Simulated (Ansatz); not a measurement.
# GaIr4Ru: the cost of one run

Program: Ansatz 0.2.0. Level of theory: DFT PBE, scalar-relativistic, plane waves, PAW. These are calculated values, not measurements.

## (1) The starting structure

It takes space group F-43m (No. 216, cubic). The conventional cell has a = 6.997 Å, b = 6.997 Å, c = 6.997 Å, α = 90.00°, β = 90.00°, γ = 90.00°. Ga (site symmetry -43m) has 12 Ir at 2.87 Å and 4 Ru at 3.03 Å as nearest neighbours. Ru (site symmetry -43m) is surrounded by 12 Ir at 2.95 Å and 4 Ga at 3.03 Å. Around Ir (site symmetry 3m) lie 3 Ir at 2.10 Å.

Structure file:

```cif
data_structure
_symmetry_space_group_name_H-M 'P 1'
_symmetry_Int_Tables_number 1
_cell_length_a 4.9477
_cell_length_b 4.9477
_cell_length_c 4.9477
_cell_angle_alpha 60.000
_cell_angle_beta 60.000
_cell_angle_gamma 60.000
_cell_volume 85.64
loop_
_atom_site_label
_atom_site_type_symbol
_atom_site_fract_x
_atom_site_fract_y
_atom_site_fract_z
_atom_site_occupancy
Ga1 Ga 0.00000 0.00000 0.00000 1
Ru1 Ru 0.25000 0.25000 0.25000 1
Ir1 Ir 0.64405 0.64405 0.64405 1
Ir2 Ir 0.64405 0.64405 0.06784 1
Ir3 Ir 0.64405 0.06784 0.64405 1
Ir4 Ir 0.06784 0.64405 0.64405 1
```

The cell is invented: random cell by space group and Wyckoff sites (F-43m, No. 216). The dimensions are guesses.

## (2) A first look at the guess

The input, input.yaml:

```yaml
crystal:
  lattice:
    - [0.0, 3.49855814, 3.49855814]
    - [3.49855814, 0.0, 3.49855814]
    - [3.49855814, 3.49855814, 0.0]
  atoms:
    - { symbol: Ga, position: [0.0, 0.0, 0.0] }
    - { symbol: Ru, position: [0.25, 0.25, 0.25] }
    - { symbol: Ir, position: [0.64405436, 0.64405436, 0.64405436] }
    - { symbol: Ir, position: [0.64405436, 0.64405436, 0.06783691] }
    - { symbol: Ir, position: [0.64405436, 0.06783691, 0.64405436] }
    - { symbol: Ir, position: [0.06783691, 0.64405436, 0.64405436] }
basis:
  ecutwfc: 420
kpoints:
  mp_grid: { grid: [4, 4, 4] }
hamiltonian:
  xc: pbe
scf:
  occupations: { method: gaussian, width: 0.1 }
  lower_state_search: "off"
output:
  forces: true
  stress: true
  eigenvalues: true
```

Launch:

```bash
> ansatz run input.yaml --threads 1 --pin off --max-ram 2560MiB --backend cpu --events-out ev --progress --plain --runs-dir out
```

**Question.** How long does this run take on 1 thread of Intel Xeon 6975P-C (Granite Rapids), shared host, and how much memory does it need?

About 1.8 s, with a peak of 0.38 GiB.
